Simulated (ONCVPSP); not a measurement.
# Pseudopotential generation for Ge: ONCV, LDA (Perdew-Wang 92)

Do these settings give a usable potential? It is generated, then checked for transferability, scattering, ghosts and hardness.

Program: ONCVPSP 4.0.1.1 (patched build). Reference atom: LDA (Perdew-Wang 92), scalar-relativistic, spherical and spin-unpolarised. All values are calculated.

## Step 1: The atom and the settings

The settings as typed:

```json
{
  "element": "germanium (Ge, Z = 32)",
  "type": "optimised norm-conserving Vanderbilt (ONCV)",
  "frozen core": "[Ne]",
  "valence charge": "22",
  "reference configuration": "3s2 3p6 3d10 4s2 4p1.5 (charge +0.5)",
  "partial waves": "3s+4s: rc 0.95 bohr, ncon 4, nbas 9, qcut 14.5 1/bohr, 2 projectors; 3p+4p: rc 1.25 bohr, ncon 4, nbas 7, qcut 12.4 1/bohr, 2 projectors; 3d: rc 1.30 bohr, ncon 4, nbas 9, qcut 12.9 1/bohr, 2 projectors, debl 2.8 Ha; f scattering state at 0.2 Ha: rc 1.15 bohr, ncon 3, nbas 7, qcut 10.6 1/bohr, 2 projectors, debl 2.6 Ha",
  "local potential": "polynomial inside 0.85 bohr (lpopt 5, dvloc0 0 Ha)",
  "core correction": "Teter function, fcfact 1.5, rcfact 1.55"
}
```

An earlier all-electron run gives the scale for the radii.

All-electron outer shells of the reference configuration (LDA (PZ), scalar-relativistic, ld1.x):

```tsv
shell	level (eV)	outermost node (bohr)	outermost maximum (bohr)
2s	-1373.72	0.06	0.18
2p	-1202.33	–	0.14
3s	-172.00	0.26	0.54
3p	-119.64	0.23	0.54
3d	-33.81	–	0.50
4s	-15.85	0.77	1.73
4p	-7.57	0.82	2.14
```

## Step 2: Generation

Ge.dat reads:

```
# ATOM AND REFERENCE CONFIGURATION
# atsym  z   nc   nv     iexc    psfile
  Ge 32.00    3    5  -001012      upf
#
#   n    l    f
    1    0    2.00
    2    0    2.00
    2    1    6.00
    3    0    2.00
    3    1    6.00
    3    2   10.00
    4    0    2.00
    4    1    1.50
#
# PSEUDOPOTENTIAL AND OPTIMIZATION
# lmax
    3
#
#   l,   rc,      ep,       ncon, nbas, qcut
    0    0.95    0.00    4    9   14.50
    1    1.25    0.00    4    7   12.40
    2    1.30    0.00    4    9   12.90
    3    1.15    0.20    3    7   10.60
#
# LOCAL POTENTIAL
# lloc, lpopt,  rc(5),   dvloc0
    4    5    0.85    0.00
#
# VANDERBILT-KLEINMAN-BYLANDER PROJECTORs
# l, nproj, debl
    0    2    0.70
    1    2    2.70
    2    2    2.80
    3    2    2.60
#
# MODEL CORE CHARGE
# icmod, fcfact, rcfact
    3    1.50    1.55
#
# LOG DERIVATIVE ANALYSIS
# epsh1, epsh2, depsh
   -8.00    5.00    0.04
#
# OUTPUT GRID
# rlmax, drl
    6.00    0.01
#
# TEST CONFIGURATIONS
# ncnf
    4
# nvcnf
#   n    l    f
    5
    3    0    2.00
    3    1    6.00
    3    2   10.00
    4    0    2.00
    4    1    2.00
#
    5
    3    0    2.00
    3    1    6.00
    3    2   10.00
    4    0    2.00
    4    1    1.00
#
    5
    3    0    2.00
    3    1    6.00
    3    2   10.00
    4    0    2.00
    4    1    0.00
#
    5
    3    0    2.00
    3    1    6.00
    3    2   10.00
    4    0    0.00
    4    1    4.00
#
```

On the command line:

```sh
$ oncvpsp.x < Ge.dat > Ge.out
```

The output, Ge.out (without the consistency checks and plot data):

```text
ONCVPSP  (Optimized Norm-Conservinng Vanderbilt PSeudopotential)
scalar-relativistic version 4.0.1.1, modified

#   n    l    f        energy (Ha)
    1    0    2.00    -4.0223788E+02
    2    0    2.00    -5.0483003E+01
    2    1    6.00    -4.4184588E+01
    3    0    2.00    -6.3209736E+00
    3    1    6.00    -4.3970243E+00
    3    2   10.00    -1.2426545E+00
    4    0    2.00    -5.8225199E-01
    4    1    1.50    -2.7814479E-01

Reference configufation results
  iterations    26
  all-electron total energy (Ha)   -2.09579341D+03

Begin loop to  construct optimized pseudo wave functions
and semi-local pseudopoentials for all angular momenta

Calculating optimized projector #   1

 for l=   0

    Fraction of norm inside rc  0.909187
    Optimizing pswf for qcut=  14.50 a_B^-1,  ecut= 105.09 Ha
    Residual kinetic energy error=  3.41D-07 Ha

    Energy error per electron        Cutoff
         Ha          eV             Ha
         0.01000     0.27211       56.08
         0.00100     0.02721       71.48
         0.00010     0.00272       83.44
         0.00001     0.00027       93.06

Calculating optimized projector #   2

 for l=   0

    Fraction of norm inside rc  0.043858
    Optimizing pswf for qcut=  14.50 a_B^-1,  ecut= 105.09 Ha
    Residual kinetic energy error=  2.38D-07 Ha

    Energy error per electron        Cutoff
         Ha          eV             Ha
         0.01000     0.27211       42.97
         0.00100     0.02721       63.25
         0.00010     0.00272       78.38
         0.00001     0.00027       90.07

Calculating optimized projector #   1

 for l=   1

    Fraction of norm inside rc  0.972465
    Optimizing pswf for qcut=  12.41 a_B^-1,  ecut=  77.02 Ha
    Residual kinetic energy error=  1.27D-07 Ha

    Energy error per electron        Cutoff
         Ha          eV             Ha
         0.01000     0.27211       42.65
         0.00100     0.02721       52.40
         0.00010     0.00272       60.59
         0.00001     0.00027       67.00

Calculating optimized projector #   2

 for l=   1

    Fraction of norm inside rc  0.049813
    Optimizing pswf for qcut=  12.41 a_B^-1,  ecut=  77.02 Ha
    Residual kinetic energy error=  5.23D-08 Ha

    Energy error per electron        Cutoff
         Ha          eV             Ha
         0.01000     0.27211       31.39
         0.00100     0.02721       43.77
         0.00010     0.00272       54.28
         0.00001     0.00027       62.84

   Wellstate for l =  2  n =  5
     eigenvalue =   1.5573
     asymptotic potential =   2.0573
     half-point radius =  3.5284

Calculating optimized projector #   1

 for l=   2

    Fraction of norm inside rc  0.913292
    Optimizing pswf for qcut=  12.91 a_B^-1,  ecut=  83.30 Ha
    Residual kinetic energy error=  1.51D-06 Ha

    Energy error per electron        Cutoff
         Ha          eV             Ha
         0.01000     0.27211       56.65
         0.00100     0.02721       65.73
         0.00010     0.00272       72.61
         0.00001     0.00027       78.72

Calculating optimized projector #   2

 for l=   2

    Fraction of norm inside rc  0.063261
    Optimizing pswf for qcut=  12.91 a_B^-1,  ecut=  83.30 Ha
    Residual kinetic energy error=  3.12D-06 Ha

    Energy error per electron        Cutoff
         Ha          eV             Ha
         0.01000     0.27211       51.70
         0.00100     0.02721       63.55
         0.00010     0.00272       72.45
         0.00001     0.00027       80.00

   Wellstate for l =  3  n =  4
     eigenvalue =   0.2000
     asymptotic potential =   0.7000
     half-point radius = 10.3792

   Wellstate for l =  3  n =  5
     eigenvalue =   2.8000
     asymptotic potential =   3.3000
     half-point radius =  3.0315

Calculating optimized projector #   1

 for l=   3

    Fraction of norm inside rc  0.000106
    Optimizing pswf for qcut=  10.59 a_B^-1,  ecut=  56.11 Ha
    Residual kinetic energy error=  7.48D-09 Ha

    Energy error per electron        Cutoff
         Ha          eV             Ha
         0.01000     0.27211        0.98
         0.00100     0.02721        2.56
         0.00010     0.00272        7.87
         0.00001     0.00027       20.60

Calculating optimized projector #   2

 for l=   3

    Fraction of norm inside rc  0.055699
    Optimizing pswf for qcut=  10.59 a_B^-1,  ecut=  56.11 Ha
    Residual kinetic energy error=  2.07D-05 Ha

    Energy error per electron        Cutoff
         Ha          eV             Ha
         0.01000     0.27211       23.49
         0.00100     0.02721       38.29
         0.00010     0.00272       49.71
         0.00001     0.00027       59.79

Construct Vanderbilt / Kleinmman-Bylander projectors

B matrix Hermiticity error, ll=   0
   1   2    1.0669E-03

  Orthonormal projector coefficients  2.4377E+01  2.6179E+00

B matrix Hermiticity error, ll=   1
   1   2    5.0332E-04

  Orthonormal projector coefficients -8.5338E+00 -6.9169E-01

B matrix Hermiticity error, ll=   2
   1   2   -3.2453E-04

  Orthonormal projector coefficients -9.8190E+00 -3.7085E+00

B matrix Hermiticity error, ll=   3
   1   2    1.5727E-06

  Orthonormal projector coefficients -4.4711E+00 -1.0900E+00

Model core correction analysis
  based on d2Exc/dn_idn_j

d2excae - all-electron derivatives

   -4.420415D-02   -4.182140D-02   -3.445597D-02   -3.252953D-03
   -1.661708D-03
   -4.182148D-02   -4.066773D-02   -3.381791D-02   -3.780562D-03
   -1.928359D-03
   -3.445617D-02   -3.381804D-02   -3.246570D-02   -6.553237D-03
   -3.481937D-03
   -3.252935D-03   -3.780486D-03   -6.552727D-03   -3.089022D-02
   -2.598874D-02
   -1.661719D-03   -1.928355D-03   -3.481755D-03   -2.598712D-02
   -2.826784D-02

d2excps - pseudofunction derivatives with no core correction

   -4.936091D-02   -4.597289D-02   -3.648378D-02   -3.929782D-03
   -2.034427D-03
   -4.597315D-02   -4.392551D-02   -3.636000D-02   -4.243434D-03
   -2.183552D-03
   -3.648398D-02   -3.636011D-02   -3.427750D-02   -6.476786D-03
   -3.467294D-03
   -3.929841D-03   -4.243382D-03   -6.476277D-03   -3.095081D-02
   -2.602042D-02
   -2.034467D-03   -2.183561D-03   -3.467112D-03   -2.601880D-02
   -2.828418D-02

rms 2nd derivative error    1.978671E-03

rmatch, rhocmatch    0.3210   94.3115

Teter function model core charge with specified parameters

d2excps - pseudofunction derivatives with core correction

   -4.475379D-02   -4.273441D-02   -3.528096D-02   -3.520905D-03
   -1.851845D-03
   -4.273446D-02   -4.140028D-02   -3.532513D-02   -3.962060D-03
   -2.044333D-03
   -3.528105D-02   -3.532519D-02   -3.375844D-02   -6.378702D-03
   -3.413755D-03
   -3.520892D-03   -3.961988D-03   -6.378191D-03   -3.091406D-02
   -2.600430D-02
   -1.851860D-03   -2.044333D-03   -3.413573D-03   -2.600268D-02
   -2.827637D-02

rms 2nd derivative error    6.468781E-04

Pseudoatom total energy -283.187096

Diagnostic tests using Vanderbilt-Kleinman-Bylander pseudopotentials
  1 or more projectors used as specified by nproj input data

   l    rcore       rmatch      e in        delta e   norm test  slope test

   0   0.9534557   0.9824047  -6.3209736   0.0000440   1.0002654   1.0002673
   0   0.9534557   0.9824047  -0.5822520   0.0000304   1.0001261   1.0000896

   1   1.2554737   1.2935926  -4.3970243  -0.0001668   1.0006426   1.0006040
   1   1.2554737   1.2935926  -0.2781448   0.0000042   1.0000121   1.0000396

   2   1.3013542   1.3408661  -1.2426545  -0.0000066   1.0001931   1.0002122
   2   1.3013542   1.3408661   1.5573455   0.0000605   1.0002408   1.0002408

   3   1.1546115   1.1896681   0.2000000  -0.0000387   1.0000755   1.0000755
   3   1.1546115   1.1896681   2.8000000   0.0000857   1.0001552   1.0001552

 Testing for bound ghosts
   n   l    E NL Schr. Eq   E Basis Diag.   E Cutoff

   1   0       -6.320930       -6.320920    385.00
   2   0       -0.582222       -0.310969    385.00

   2   1       -4.397191       -4.397190    142.54
   3   1       -0.278141       -0.139953    142.54

   3   2       -1.242661       -1.242486    262.29

 Testing for highly-localized positive-energy ghosts
       l    <radius>/rc     E Basis Diag.   E Cutoff

Test configuration 0

   n   l     f        eae           eps        diff
   1   0  2.0000 -402.23787749
   2   0  2.0000  -50.48300349
   2   1  6.0000  -44.18458807
   3   0  2.0000   -6.32097365   -6.32092968    4.40D-05
   3   1  6.0000   -4.39702431   -4.39719109   -1.67D-04
   3   2 10.0000   -1.24265448   -1.24266109   -6.61D-06
   4   0  2.0000   -0.58225199   -0.58222155    3.04D-05
   4   1  1.5000   -0.27814479   -0.27814064    4.15D-06

    Total energies and differences
      AE_ref= -2.09579341D+03  AE_tst= -2.09579341D+03  dif=  0.00D+00
      PS_ref= -2.83187096D+02  PS_tst= -2.83187096D+02  dif=  2.56D-12
      PSP excitation error= -2.56D-12

Test configuration 1

   n   l     f        eae           eps        diff
   1   0  2.0000 -402.08006791
   2   0  2.0000  -50.32627815
   2   1  6.0000  -44.02771123
   3   0  2.0000   -6.16429471   -6.16418231    1.12D-04
   3   1  6.0000   -4.24034169   -4.24046268   -1.21D-04
   3   2 10.0000   -1.08628908   -1.08623147    5.76D-05
   4   0  2.0000   -0.43899520   -0.43896849    2.67D-05
   4   1  2.0000   -0.14871438   -0.14871260    1.78D-06

    Total energies and differences
      AE_ref= -2.09579341D+03  AE_tst= -2.09589946D+03  dif= -1.06D-01
      PS_ref= -2.83187096D+02  PS_tst= -2.83293158D+02  dif= -1.06D-01
      PSP excitation error=  1.26D-05

Test configuration 2

   n   l     f        eae           eps        diff
   1   0  2.0000 -402.41701054
   2   0  2.0000  -50.66024650
   2   1  6.0000  -44.36208384
   3   0  2.0000   -6.49803710   -6.49812899   -9.19D-05
   3   1  6.0000   -4.57407500   -4.57433350   -2.58D-04
   3   2 10.0000   -1.41913436   -1.41924475   -1.10D-04
   4   0  2.0000   -0.74021131   -0.74017562    3.57D-05
   4   1  1.0000   -0.42146137   -0.42145312    8.25D-06

    Total energies and differences
      AE_ref= -2.09579341D+03  AE_tst= -2.09561905D+03  dif=  1.74D-01
      PS_ref= -2.83187096D+02  PS_tst= -2.83012713D+02  dif=  1.74D-01
      PSP excitation error= -1.96D-05

Test configuration 3

   n   l     f        eae           eps        diff
   1   0  2.0000 -402.82842097
   2   0  2.0000  -51.06508515
   2   1  6.0000  -44.76777488
   3   0  2.0000   -6.90192104   -6.90253796   -6.17D-04
   3   1  6.0000   -4.97785661   -4.97847341   -6.17D-04
   3   2 10.0000   -1.82088312   -1.82133569   -4.53D-04
   4   0  2.0000   -1.08894223   -1.08889504    4.72D-05

    Total energies and differences
      AE_ref= -2.09579341D+03  AE_tst= -2.09504172D+03  dif=  7.52D-01
      PS_ref= -2.83187096D+02  PS_tst= -2.82435319D+02  dif=  7.52D-01
      PSP excitation error= -8.69D-05

Test configuration 4

   n   l     f        eae           eps        diff
   1   0  2.0000 -402.20655364
   2   0  2.0000  -50.44831893
   2   1  6.0000  -44.14956232
   3   0  2.0000   -6.28990397   -6.29076930   -8.65D-04
   3   1  6.0000   -4.36549055   -4.36645443   -9.64D-04
   3   2 10.0000   -1.20805880   -1.20890598   -8.47D-04
   4   1  4.0000   -0.19593250   -0.19592462    7.89D-06

    Total energies and differences
      AE_ref= -2.09579341D+03  AE_tst= -2.09529809D+03  dif=  4.95D-01
      PS_ref= -2.83187096D+02  PS_tst= -2.82691809D+02  dif=  4.95D-01
      PSP excitation error=  3.47D-05
```

It took 7.2 s on 1 thread of Neoverse-N1, shared host.

Partial waves on a coarse radial grid (AE all-electron, PS pseudo):

```
r (bohr)    3p AE   3p PS
   0.065  -0.5456  0.0497
   0.130  -0.6849  0.1897
   0.195  -0.2987  0.3970
   0.260   0.2468  0.6387
   0.325   0.7285  0.8784
   0.390   1.0675  1.0838
   0.455   1.2611  1.2317
   0.520   1.3367  1.3112
   0.585   1.3277  1.3230
   0.650   1.2643  1.2779
   0.715   1.1693  1.1914
   0.780   1.0591  1.0807
   0.845   0.9443  0.9605
   0.910   0.8320  0.8417
   0.975   0.7263  0.7308
   1.040   0.6293  0.6307
   1.105   0.5420  0.5421
   1.170   0.4646  0.4643
   1.235   0.3965  0.3963
   1.300   0.3374  0.3371
   1.365   0.2862  0.2860
   1.430   0.2421  0.2420
   1.495   0.2044  0.2043
   1.560   0.1723  0.1722
   1.625   0.1449  0.1448
   1.690   0.1218  0.1217
```

Densities times 4π (e/bohr³); a dash where the program caps the true core:

| r (bohr) | pseudo valence | true core | model core |
| --- | --- | --- | --- |
| 0.065 | 16.01 | – | 134 |
| 0.195 | 47.24 | – | 86.39 |
| 0.325 | 91.9 | 87.66 | 34.47 |
| 0.455 | 111.1 | 6.394 | 7.627 |
| 0.585 | 89.51 | 0.4353 | 0.6926 |
| 0.715 | 52.44 | 0.02932 | 0.004664 |
| 0.845 | 25.22 | 0.00198 | 0.00282 |
| 0.975 | 11.63 | 0.0001364 | 3.882e-05 |
| 1.105 | 5.863 | 9.564e-06 | 0.0001289 |
| 1.235 | 3.354 | 6.75e-07 | 6.25e-07 |
| 1.365 | 2.125 | 5.105e-08 | 1.307e-05 |
| 1.495 | 1.46 | 0 | 0 |
| 1.625 | 1.067 | 0 | 0 |

## Step 3: Transferability, from the output's test configurations

The tests as a table, with energies relative to 3s2 3p6 3d10 4s2 4p1.5.

| valence configuration | charge | ΔE all-electron (eV) | error AE − PS (meV) |
| --- | --- | --- | --- |
| 3s2 3p6 3d10 4s2 4p2 | 0 | -2.886 | +0.3 |
| 3s2 3p6 3d10 4s2 4p1 | +1 | 4.745 | -0.5 |
| 3s2 3p6 3d10 4s2 4p0 | +2 | 20.455 | -2.4 |
| 3s2 3p6 3d10 4s0 4p4 | 0 | 13.478 | +0.9 |

## Step 4: Logarithmic derivatives

Taken from the files of the generation run. The phase is arctan(r·R′/R) of the radial function R, unwrapped, with energies in Ha. A pole is an energy at which the radial function vanishes at the test radius. The pseudo phase is shifted by a multiple of π to meet the all-electron one at the reference energy. Levels narrower than the energy grid can be missing from the poles. The last column is the largest difference on the grid between −0.5 and +0.5 Ha.

```tsv
channel	radius (bohr)	reference (Ha)	poles AE	poles PS	window around the reference with phases within 0.05 rad (Ha)	largest difference near zero (rad)
s	0.96	-0.58	-4.63	-4.63	the whole range	0.000
p	1.27	-0.28	-4.04	-4.04	the whole range	0.000
d	1.32	-1.24	-0.76	-0.76	the whole range	0.000
f	1.17	0.20	none	none	the whole range	0.000
```

Phases (rad) along the scan:

```csv
E (Ha),s AE,s PS,f AE,f PS
-7.96,-0.231,-0.231,1.339,1.339
-7.24,-0.880,-0.880,1.328,1.328
-6.52,-1.230,-1.230,1.317,1.317
-5.80,-1.411,-1.411,1.303,1.303
-5.08,-1.520,-1.520,1.288,1.288
-4.36,-1.596,-1.596,1.270,1.270
-3.64,-1.655,-1.655,1.249,1.249
-2.92,-1.705,-1.705,1.223,1.223
-2.20,-1.751,-1.751,1.191,1.191
-1.48,-1.796,-1.796,1.151,1.151
-0.76,-1.844,-1.844,1.099,1.099
-0.04,-1.898,-1.898,1.027,1.027
0.68,-1.961,-1.961,0.924,0.924
1.40,-2.040,-2.040,0.767,0.767
2.12,-2.143,-2.143,0.514,0.514
2.84,-2.285,-2.285,0.118,0.118
3.56,-2.488,-2.488,-0.374,-0.373
4.28,-2.779,-2.779,-0.780,-0.780
5.00,-3.151,-3.152,-1.041,-1.041
```

## Step 5: Convergence and ghost test

From the same output: the cutoffs (Ha) at which the residual kinetic energy of the hardest occupied pseudo-wave falls to 1 and 0.1 mHa per electron are 71 Ha and 83 Ha.

The program's own ghost test: no bound ghost flagged; no localised positive-energy state flagged.

Cutoff (Ha) at which the first wave of each channel reaches a given error (Ha per electron):

```csv
error,s,p,d,f
1.0e-02,56.1,42.6,56.6,1.0
3.2e-03,64.4,47.7,61.2,1.6
1.0e-03,71.5,52.4,65.7,2.6
3.2e-04,77.9,56.7,69.4,4.4
1.0e-04,83.4,60.6,72.6,7.9
3.2e-05,88.3,63.9,75.5,13.5
1.0e-05,93.1,67.0,78.7,20.6
```

## Step 6: What came out

```
                                                quantity                               value
  cutoffs for 1 and 0.1 mHa per electron, occupied waves                     71 Ha and 83 Ha
                                            bound ghosts                          none found
                                          GHOST(+) flags                  none at low energy
                            largest test error (AE − PS)  -2.4 meV, for 3s2 3p6 3d10 4s2 4p0
largest phase difference near zero energy, channels read                           0.000 rad
 rms error of d²Exc/dn², without and with the model core                   1.98 and 0.65 mHa
```

What this shows: The worst unpolarised test, 3s2 3p6 3d10 4s2 4p0, is off by 2.4 meV on 20.5 eV; by total energies transferability rates as very good. The potential is very hard: the looser tolerance needs 71 Ha. It is free of bound ghosts as far as tested. Near zero energy the phases of the channels with partial waves agree within 0.001 rad. All of this concerns the isolated atom, not yet a solid.
